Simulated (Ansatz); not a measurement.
# C₂H₆BClGe: small, medium and large basis sets

The task here is to estimate one member of a computed series from the others.

Computed with Ansatz 0.2.0, Gaussian basis. Level: one geometry, several basis sets.

Levels to be run: PBE0-D4/def2-SVP; ωB97M-V/def2-SVP; PBE0-D4/def2-QZVPP; ωB97M-V/def2-QZVPP; the functionals' def2-TZVPP values are taken from earlier runs.

### The geometry

An earlier PBE0-D4 in a triple-zeta def2 set relaxation fixed the geometry.

11 atoms, charge 0, spin multiplicity 1.

Atoms are counted from 1 here; the program's logs count them from 0.

Bond lengths: Cl1–C2 1.866 Å, C2–B3 1.576 Å, C2–C5 1.515 Å, C2–H6 1.089 Å, B3–Ge4 2.083 Å, B3–H7 1.189 Å, Ge4–C5 2.014 Å, Ge4–H8 1.539 Å, Ge4–H9 1.542 Å, C5–H10 1.095 Å, C5–H11 1.090 Å. Angles: Cl1–C2–B3 74.4°, Cl1–C2–C5 108.8°, Cl1–C2–H6 105.6°, B3–C2–C5 106.4°, B3–C2–H6 128.1°, C5–C2–H6 121.3°, C2–B3–Ge4 87.3°, C2–B3–H7 128.7°, Ge4–B3–H7 142.7°, B3–Ge4–C5 74.3°, B3–Ge4–H8 122.2°, B3–Ge4–H9 120.2°, C5–Ge4–H8 116.5°, C5–Ge4–H9 111.0°, H8–Ge4–H9 108.3°, C2–C5–Ge4 91.5°, C2–C5–H10 107.9°, C2–C5–H11 116.1° and more.

Set-up of the first run:

in.yaml

```yaml
crystal:
  periodic: [false, false, false]
  atoms:
    - {symbol: Cl, position_ang: [1.404158, 0.392553, 1.574623]}
    - {symbol: C, position_ang: [-0.094234, 0.949684, 0.612482]}
    - {symbol: B, position_ang: [-0.477347, -0.454670, 1.216421]}
    - {symbol: Ge, position_ang: [-0.022340, -1.269256, -0.645748]}
    - {symbol: C, position_ang: [0.161917, 0.724479, -0.863284]}
    - {symbol: H, position_ang: [-0.341157, 1.937054, 0.999328]}
    - {symbol: H, position_ang: [-1.014643, -0.697564, 2.249057]}
    - {symbol: H, position_ang: [1.246507, -2.106154, -0.887109]}
    - {symbol: H, position_ang: [-1.145695, -1.821882, -1.546539]}
    - {symbol: H, position_ang: [-0.708079, 1.094554, -1.415902]}
    - {symbol: H, position_ang: [1.056213, 1.194201, -1.272730]}
basis:
  gaussian: {orbitals: def2-SVP}
hamiltonian: {xc: pbe0, dispersion: d4}
output: {orbitals: {seedname: orbitals}}
```

Among the steps run: PBE0-D4 in def2-SVP; ωB97M-V in def2-SVP; PBE0-D4 in def2-QZVPP; ωB97M-V in def2-QZVPP.

One table of the session follows, with a row left open; its other results are not shown here.

It belongs to the step «Density functionals: the series». 

| functional | basis | HOMO (eV) |
| --- | --- | --- |
| PBE0-D4 | def2-SVP | -7.30 |
| PBE0-D4 | def2-TZVPP | -7.33 |
| PBE0-D4 | def2-QZVPP | ? |
| ωB97M-V | def2-SVP | -9.40 |
| ωB97M-V | def2-TZVPP | -9.46 |
| ωB97M-V | def2-QZVPP | -9.47 |

Estimate the missing values for PBE0-D4, def2-QZVPP.

The run gave: HOMO (eV): -7.35. In the column «HOMO (eV)» it lies between ωB97M-V, def2-SVP (-9.40) and PBE0-D4, def2-TZVPP (-7.33).
